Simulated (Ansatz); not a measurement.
# C₂H₆AlFSi, SMILES F[C]([AlH2])=C[SiH3]: a rigid torsion scan

Computed with the Python package of Ansatz (0.2.0).

Notebook, run cell by cell (the value of a cell's last expression is shown):

**Cell 1**
```python
import ansatz as az
from ase import Atoms

params = {
    "basis_set": "cc-pVDZ",
    "functional": "b3lyp",
    "vdw": "d4",
    "force_tol": 0.02,
}
```

**Cell 2**
```python
atoms = Atoms(["F", "C", "Al", "C", "Si", "H", "H", "H", "H", "H", "H"], positions=[
    [-0.744, -0.1243, 1.6525],
    [-0.4236, 0.4912, 0.4641],
    [-0.9709, 2.3722, 0.1244],
    [0.3524, -0.1807, -0.4507],
    [0.7809, -1.9572, -0.1887],
    [-0.5227, 3.1007, -1.2295],
    [-1.745, 3.1735, 1.244],
    [0.6085, 0.2944, -1.3886],
    [-0.4186, -2.7596, 0.0592],
    [1.6282, -2.0336, 1.0514],
    [1.5202, -2.4336, -1.3175],
])
```

**Cell 3**
```python
# start the scan from a relaxed geometry
first = (
    az.Crystal.molecule_from_ase(atoms).calculation()
    .basis(gaussian=params["basis_set"])
    .functional(params["functional"], dispersion=params["vdw"])
    .relax(force_tolerance=params["force_tol"], max_steps=80)
)
atoms.positions = first.run().report["positions_ang"]
```

**Cell 4**
```python
start = atoms.get_dihedral(1, 3, 4, 8)
energies = {}
for turn in range(0, 121, 15):
    turned = atoms.copy()
    turned.set_dihedral(1, 3, 4, 8, start + turn, indices=[4, 8, 9, 10])
    calculation = (
        az.Crystal.molecule_from_ase(turned).calculation()
        .basis(gaussian=params["basis_set"])
        .functional(params["functional"], dispersion=params["vdw"])
    )
    energies[round((start + turn) % 360)] = calculation.run().report["free_energy_ev"]
floor = min(energies.values())
print("dihedral C1-C3-Si4-H8 (deg)   E - E(min) (eV)")
for angle, e in sorted(energies.items()):
    print(f"{angle:8d} {(e - floor):14.3f}  " + "#" * int(30 * (e - floor) / max(max(energies.values()) - floor, 1e-9)))
```
Output:
```text
dihedral C1-C3-Si4-H8 (deg)   E - E(min) (eV)
      60          0.000
      75          0.005  ###
      90          0.019  #############
     105          0.036  ########################
     120          0.044  ##############################
     135          0.038  #########################
     150          0.023  ###############
     165          0.010  ######
     180          0.005  ###
```

The scan is rigid and the energies are electronic, in a modest basis. With rigid groups the curve can differ much from the relaxed path, the start wasn't checked as a minimum of this torsion, and equivalent turns needn't return to the same energy. b3lyp holds the VWN-RPA fit, as in Gaussian; the form of ORCA and Turbomole is b3lyp5. It ran for 82 s on 1 thread of Arm Neoverse V2 (shared host), peak memory 0.32 GiB.
